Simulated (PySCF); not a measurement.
# TiH₂: structure of the singlet

Aim: relax TiH₂ as a singlet from a side-on start, check by its vibrations whether the end is a minimum, and collect its spectrum and constants.

The runs use PySCF 2.14.0; PBE0, basis Ti def2-TZVP, H def2-TZVP, no relativity, density fitting.

## Step 1: The system as given

3 atoms, charge 0, spin multiplicity 1.

Bond lengths: Ti1–H2 1.714 Å, Ti1–H3 1.714 Å, H2–H3 0.840 Å. Angles: H2–Ti1–H3 28.4°, Ti1–H2–H3 75.8°, Ti1–H3–H2 75.8°.

```xyz
3
charge 0 multiplicity 1
Ti    0.0000    0.0000    0.0000
H     0.4200    0.0000    1.6613
H    -0.4200    0.0000    1.6613
```

## Step 2: The SCF at the typed geometry

One driver script runs all steps and calls PySCF; scf.py shows how it sets up the SCF of each step. The optimiser is the driver's own. After this first run the driver tries any further starts and a stability analysis.

Contents of scf.py:

```python
from pyscf import gto, scf, dft
mol = gto.M(atom='''
Ti     0.000000     0.000000     0.000000
H      0.420000     0.000000     1.661330
H     -0.420000     0.000000     1.661330''',
    basis={'Ti': 'def2-TZVP', 'H': 'def2-TZVP'},
    charge=0, spin=0)
mf = dft.RKS(mol, xc='PBE0')
mf.grids.atom_grid = (50, 194)
aux = {'Ti': 'def2-universal-JKFIT', 'H': 'def2-universal-JKFIT'}
mf = mf.density_fit(auxbasis=aux)
mf.conv_tol = 1e-08
mf.diis_space = 10
mf.max_cycle = 60
mf.init_guess = 'minao'
mf.verbose = 4
mf.kernel()
```

Started as:

```bash
$ OMP_NUM_THREADS=2 python axn.py task.json out
```

After this run come: Relaxing the singlet from the side-on start; Vibrations and properties at this point; The broken-symmetry singlet; Frequencies.

What does the calculation give? Wanted: minimum; geometry; wavenumbers; dipole moment; highest occupied, lowest empty level; polar-tensor charge of Ti1; zero-point energy; atomisation energy; ⟨S²⟩.

As calculated:

```
                                          quantity                             value
                                           minimum     broken-symmetry (Ms = 0), C2v
                                          geometry  Ti–H 1.749 Å (×2); H–Ti–H 120.8°
                                wavenumbers (cm⁻¹)                   577, 1604, 1608
                                     dipole moment                            3.32 D
highest occupied, lowest empty level (either spin)                   -5.59, -1.52 eV
                        polar-tensor charge of Ti1                           +0.92 e
                                 zero-point energy                       22.7 kJ/mol
                               entropy at 298.15 K                   218.0 J/(mol K)
         atomisation energy (no zero-point energy)                        474 kJ/mol
                                              ⟨S²⟩                             1.001
```

In words: The side-on start keeps its C2v symmetry and ends in a minimum. The determinant is spin-contaminated (⟨S²⟩ = 1.00 against 0.00), so it is no pure spin state. In the infrared the band at 1604 cm⁻¹ (stretch) leads. Only this shape and spin were tried, so other structures or states may lie lower. The SCF density has lower symmetry than the nuclear frame.
